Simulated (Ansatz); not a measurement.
**GeH9N3Si: one species, many methods**

One table from this session's results is given with a row withheld; the runs are named, their logs left out.

The runs use Ansatz 0.2.0, Gaussian basis; functionals in def2-TZVPP, the program's frozen cores in correlated methods.

Plan: PBE-D4, r2SCAN-D4, PBE0-D4, B3LYP-D4, ωB97X-V, ωB97M-V, B2PLYP; CCSD(T)/def2-TZVPP; MP2/def2-QZVPP; extrapolation to the limit.

### The geometry

The geometry comes from an earlier relaxation with PBE0-D4 in a triple-zeta def2 set; it is a stationary point, not always the lowest conformer.

SMILES `N[SiH2][NH][GeH2][NH2]`, 14 atoms, charge 0, spin multiplicity 1.

Atoms are counted from 1 here; the program's logs count them from 0.

Bond lengths: N1–Si2 1.720 Å, N1–H6 1.008 Å, N1–H7 1.007 Å, Si2–N3 1.709 Å, Si2–H8 1.492 Å, Si2–H9 1.494 Å, N3–Ge4 1.849 Å, N3–H10 1.008 Å, Ge4–N5 1.832 Å, Ge4–H11 1.538 Å, Ge4–H12 1.537 Å, N5–H13 1.011 Å, N5–H14 1.011 Å. Angles: Si2–N1–H6 120.4°, Si2–N1–H7 119.3°, H6–N1–H7 111.1°, N1–Si2–N3 106.9°, N1–Si2–H8 103.4°, N1–Si2–H9 116.9°, N3–Si2–H8 116.1°, N3–Si2–H9 106.6°, H8–Si2–H9 107.4°, Si2–N3–Ge4 124.4°, Si2–N3–H10 118.8°, Ge4–N3–H10 116.5°, N3–Ge4–N5 113.0°, N3–Ge4–H11 106.2°, N3–Ge4–H12 110.4°, N5–Ge4–H11 109.1°, N5–Ge4–H12 106.2°, H11–Ge4–H12 112.0° and more.

Set-up of the first run:

Input file in.yaml:

```yaml
crystal:
  periodic: [false, false, false]
  atoms:
    - {symbol: N, position_ang: [-1.712514, 0.546323, 0.689431]}
    - {symbol: Si, position_ang: [-0.141395, 1.016922, 1.208148]}
    - {symbol: N, position_ang: [0.911452, -0.278188, 0.841335]}
    - {symbol: Ge, position_ang: [0.806158, -1.306784, -0.691359]}
    - {symbol: N, position_ang: [0.418965, -0.324152, -2.188498]}
    - {symbol: H, position_ang: [-2.175675, -0.240868, 1.115872]}
    - {symbol: H, position_ang: [-2.375847, 1.254903, 0.420437]}
    - {symbol: H, position_ang: [0.100099, 2.289145, 0.466454]}
    - {symbol: H, position_ang: [0.032129, 1.307720, 2.662808]}
    - {symbol: H, position_ang: [1.708489, -0.439954, 1.436711]}
    - {symbol: H, position_ang: [2.186308, -1.963224, -0.864589]}
    - {symbol: H, position_ang: [-0.314803, -2.350477, -0.560178]}
    - {symbol: H, position_ang: [-0.515082, 0.063148, -2.163619]}
    - {symbol: H, position_ang: [1.071715, 0.425497, -2.372952]}
basis:
  gaussian: {orbitals: def2-TZVPP}
hamiltonian: {xc: pbe, dispersion: d4}
output: {forces: true, orbitals: {seedname: orbitals}}
```

The run is started by

```console
$ ansatz run in.yaml --threads 2 --pin off --events-out ev --progress --plain --max-ram 32768MiB --backend cuda --devices 0, --max-vram 18GiB
```

Among the steps run: PBE-D4 (GGA); r2SCAN-D4 (meta-GGA); PBE0-D4 (hybrid); B3LYP-D4 (hybrid); ωB97X-V (range-separated); ωB97M-V (range-separated); B2PLYP (double hybrid); CCSD(T) in def2-TZVPP; MP2 in def2-QZVPP.

One table of the session follows, with a row left open; its other results are not shown here.

| method | atomisation energy (kJ/mol) |
| --- | --- |
| PBE-D4 | 4588.9 |
| r2SCAN-D4 | 4524.3 |
| PBE0-D4 | 4513.9 |
| B3LYP-D4 | 4570.4 |
| ωB97X-V | 4597.4 |
| ωB97M-V | 4571.3 |
| B2PLYP | 4504.9 |
| HF/def2-TZVPP | 3119.1 |
| MP2/def2-TZVPP | ? |
| CCSD/def2-TZVPP | 4368.1 |
| CCSD(T)/def2-TZVPP | 4432.9 |
| MP2/CBS | 4594.8 |
| CCSD(T)/CBS | 4574.6 |

Estimate the missing values for MP2/def2-TZVPP.

The run gave: atomisation energy (kJ/mol): 4453.2. In the column «atomisation energy (kJ/mol)» it lies between CCSD(T)/def2-TZVPP (4432.9) and B2PLYP (4504.9).

To keep in mind: Free atoms (3 N, 1 Si, 1 Ge, 9 H) were run apart at each level; the atomisation energy is their sum less the molecule, without zero-point or spin-orbit terms.
